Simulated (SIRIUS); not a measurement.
**Ho under changes of volume**

One of the cells (30.496 Å³/atom); the others are scaled copies at fixed shape and fractional positions:

```
Ho
1.0
     3.55329    0.00000    0.00000
    -1.77665    3.07724    0.00000
     0.00000    0.00000    5.57811
Ho
2
Cartesian
  1.7766 1.0257 4.1836
  0.0000 2.0515 1.3945
```

* Program: SIRIUS 7.12.0
* Functional: PBE
* Potentials or basis: all-electron FP-LAPW
* Cutoff: 168 eV
* Basis: apw+lo standard
* k mesh: 9 × 9 × 5
* Occupations: fermi-dirac, width 0.05 eV
* Spin: collinear spin, ferromagnetic start
* Starting moments: [4.0, 4.0] μB

```csv
volume (Å³/atom),energy over the lowest point (meV/atom),moment (μB per cell)
29.252,13.88,6.83
29.874,?,?
30.496,2.68,6.82
31.741,0.00,6.82
32.986,4.97,6.81
```

**Question.** What does the run at 29.874 Å³/atom give?

**Answer.** Energy over the lowest point 7.00 meV/atom; moment 6.83 μB per cell.

Worked out: A Birch-Murnaghan fit of order 2 (a polynomial in V^(-2/3)) to the other rows has its minimum at 31.50 Å³/atom with B0 = V·E''(V) = 25 GPa at fixed shape and positions, which overstates the stiffness. It gives 7.02 meV/atom at 29.874 Å³/atom, against the run's 7.00. A straight line through the other rows of the moment, of slope -0.00482 μB per Å³/atom, gives 6.83 μB, against the run's 6.83.

Energies are extrapolated to zero smearing.

Caveats: the magnetic or orbital state may not be the lowest.
